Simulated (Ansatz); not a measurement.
A run of Ansatz 0.2.0:

File input.yaml:

```yaml
crystal:
  lattice:
    - [-2.022982, 2.022982, 3.673617]
    - [2.022982, -2.022982, 3.673617]
    - [2.022982, 2.022982, -3.673617]
  atoms:
    - { symbol: Cu, position: [0.0, 0.0, 0.0] }
    - { symbol: Cu, position: [0.75, 0.25, 0.5] }
    - { symbol: Cu, position: [0.25, 0.75, 0.5] }
    - { symbol: O, position: [0.5, 0.0, 0.5] }
    - { symbol: O, position: [0.0, 0.5, 0.5] }
hamiltonian:
  xc: pbesol
  pseudopotentials: { kind: paw }
kpoints:
  mp_grid: { grid: [9, 9, 9] }
scf:
  occupations: { method: fermi_dirac, width: 0.05 }
output:
  forces: true
  stress: true
  eigenvalues: true
relax:
  f_tol: 0.01
  max_steps: 40
  cell: { stress_tol: 0.05 }
```

Potentials or basis: Ansatz PAW.

Launch:

```bash
$ ansatz run input.yaml --threads 2 --pin off --max-ram 5632MiB --backend cpu --events-out ev --progress --plain --runs-dir out
```

Hardware: 2 threads of Intel(R) Xeon(R) Platinum 8375C CPU @ 2.90GHz (Ice Lake) (shared host).

Problem. How long does it take, and how much memory?

Solution. Wall time 31 s on 2 threads of Intel(R) Xeon(R) Platinum 8375C CPU @ 2.90GHz (Ice Lake) (shared host), peak memory 0.49 GiB. Counts: scf iterations 48, plane waves 1113, k points 75, bands 42, ion steps 7.
